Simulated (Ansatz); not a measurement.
# F₂H₂SSi: one species, many methods

How much do the methods differ for F₂H₂SSi? The plan is to run it at one geometry with functionals of several rungs and with coupled cluster, and see how far each lands from CCSD(T) at the basis-set limit for the atomisation energy.

The runs use Ansatz 0.2.0, Gaussian basis; functionals in def2-TZVPP, the program's frozen cores in correlated methods.

Plan: LDA (SPW92), PBE-D4, revPBE-D4, BLYP-D4, r2SCAN-D4, B97M-V, PBE0-D4, B3LYP-D4, r2SCANh-D4, r2SCAN0-D4, HSE06-D4, BHLYP-D4, CAM-B3LYP-D4, LC-ωPBE, ωB97X-V, ωB97M-V, B2PLYP, PBE-QIDH; CCSD(T)/def2-SVP; CCSD(T)/def2-TZVPP; CCSD(T)/def2-QZVPP; extrapolation to the limit.

## (1) The relaxed structure

An earlier PBE0-D4 in a triple-zeta def2 set relaxation fixed the geometry.

SMILES `F[SiH](F)S`, 6 atoms, charge 0, spin multiplicity 1.

Atoms are counted from 1 here; the program's logs count them from 0.

Bond lengths: F1–Si2 1.585 Å, Si2–F3 1.585 Å, Si2–S4 2.104 Å, Si2–H5 1.470 Å, S4–H6 1.346 Å. Angles: F1–Si2–F3 105.3°, F1–Si2–S4 111.3°, F1–Si2–H5 109.7°, F3–Si2–S4 111.3°, F3–Si2–H5 109.7°, S4–Si2–H5 109.4°, Si2–S4–H6 93.3°.

## (2) LDA

This LDA is Slater exchange with PW92 correlation.

File in.yaml:

```yaml
crystal:
  periodic: [false, false, false]
  atoms:
    - {symbol: F, position_ang: [-0.390051, -1.503726, 0.703559]}
    - {symbol: Si, position_ang: [0.413255, -0.308885, 0.041078]}
    - {symbol: F, position_ang: [0.491451, -0.663225, -1.501697]}
    - {symbol: S, position_ang: [-0.555129, 1.532572, 0.355803]}
    - {symbol: H, position_ang: [1.769118, -0.249420, 0.605762]}
    - {symbol: H, position_ang: [-1.686542, 1.128682, -0.250704]}
basis:
  gaussian: {orbitals: def2-TZVPP}
hamiltonian: {xc: lda}
output: {orbitals: {seedname: orbitals}}
```

The run is started by

```sh
> ansatz run in.yaml --threads 2 --pin off --events-out ev --progress --plain --max-ram 32768MiB --backend cpu
```

Further steps of the session: PBE-D4 (GGA); revPBE-D4 (GGA); BLYP-D4 (GGA); r2SCAN-D4 (meta-GGA); B97M-V (meta-GGA); PBE0-D4 (hybrid); B3LYP-D4 (hybrid); r2SCANh-D4 (hybrid); r2SCAN0-D4 (hybrid); HSE06-D4 (hybrid); BHLYP-D4 (hybrid); CAM-B3LYP-D4 (range-separated); LC-ωPBE (range-separated); ωB97X-V (range-separated); ωB97M-V (range-separated); B2PLYP (double hybrid); PBE-QIDH (double hybrid); CCSD(T) in def2-SVP; CCSD(T) in def2-TZVPP; CCSD(T) in def2-QZVPP.

Q: Predict the results of all the runs planned. Wanted: atomisation energy, CCSD(T)/CBS; farthest beyond LDA; mean size of error, GGA; mean size of error, meta-GGA; mean size of error, hybrid; mean size of error, range-separated; mean size of error, double hybrid; gap, smallest and largest; T1 diagnostic.

The runs gave:

| quantity | value |
| --- | --- |
| atomisation energy, CCSD(T)/CBS | 23.091 eV |
| functionals within 0.115 eV (0.5 %) | PBE-D4, B97M-V, ωB97X-V, ωB97M-V |
| farthest beyond LDA | BHLYP-D4 (-1.140 eV) |
| mean size of error, GGA | 0.406 eV |
| mean size of error, meta-GGA | 0.111 eV |
| mean size of error, hybrid | 0.624 eV |
| mean size of error, range-separated | 0.223 eV |
| mean size of error, double hybrid | 0.523 eV |
| gap, smallest and largest | 5.86 eV (BLYP-D4), 13.34 eV (LC-ωPBE) |
| T1 diagnostic | 0.0118 |
| triples share of the correlation energy | 3.2 % |

**Reading.** LDA overbinds by 3.019 eV (13 %). PBE-D4 is off by -0.078 eV. Double hybrids carry the basis error of their MP2 part in triple zeta, and no dispersion term here, so their miss is partly the set-up's. Taken by rung, meta-GGA functionals do best (0.111 eV on average) and hybrid ones worst beyond LDA (0.624 eV). The mean of the hybrids holds BHLYP, with half exact exchange. Misses under about 0.115 eV are within the doubt on the reference itself, which lacks core-valence correlation, relativity and higher excitations. Hartree-Fock recovers 73 % of the binding; the rest is correlation. CCSD(T) in def2-SVP is off by -2.338 eV, worse than the median functional, from the basis alone. The gap grows from 5.9 to 13.3 eV across the functionals, mostly with the share of exact exchange.
